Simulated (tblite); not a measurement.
# C2H6Al2Cl3F: the cost of one run

The runs use tblite 0.8.0 and PySCF 2.14.0, with density-fitted response routines of our own; the level of theory stands in each step. All values are computed, except where a source is named. Atoms count from 0, in the outputs and in this text.

### Step 1. The starting structure

14 atoms, charge 0, multiplicity 1; geometry from: force field or distance geometry start.

Bonds of the start (Å): C0–C1 1.49, C1–Al2 1.97, Al2–Cl3 2.21, Cl3–Al4 2.23, Al4–F5 1.80, Al4–Cl6 2.19, Al4–Cl7 2.23, Cl7–Al2 2.23, C0–H8 1.12, C0–H9 1.11, C0–H10 1.11, C1–H11 1.13, C1–H12 1.13, Al2–H13 1.58.

### Step 2. Geometry optimisation with GFN2-xTB

Job settings and geometry (Å):

```
{"job": {"kind": "relax", "xc": "GFN2-xTB", "basis": "xTB"}, "charge": 0, "multiplicity": 1}
C     -2.230800     0.343900     0.663800
C     -0.813400    -0.094200     0.552700
Al    -0.048500     0.038400    -1.257300
Cl     1.453900    -1.566300    -1.516100
Al     2.694600    -0.289600    -0.172600
F      2.115000    -0.266600     1.531400
Cl     4.856400    -0.433700    -0.459600
Cl     1.713200     1.402900    -1.243300
H     -2.513500     0.388300     1.746200
H     -2.900900    -0.402300     0.196300
H     -2.328800     1.337900     0.179700
H     -0.709700    -1.172900     0.873100
H     -0.232000     0.476100     1.334900
H     -1.056300     0.237800    -2.451300
```

On the command line:

```
> OMP_NUM_THREADS=1 python probes_run.py task.json out
```

This one command runs all jobs of the session in turn.

**Question.** How long does this first job take on 1 thread of Arm Neoverse N1, shared host, and how much memory does it need?

About 2.8 s, with a peak of 0.18 GiB.
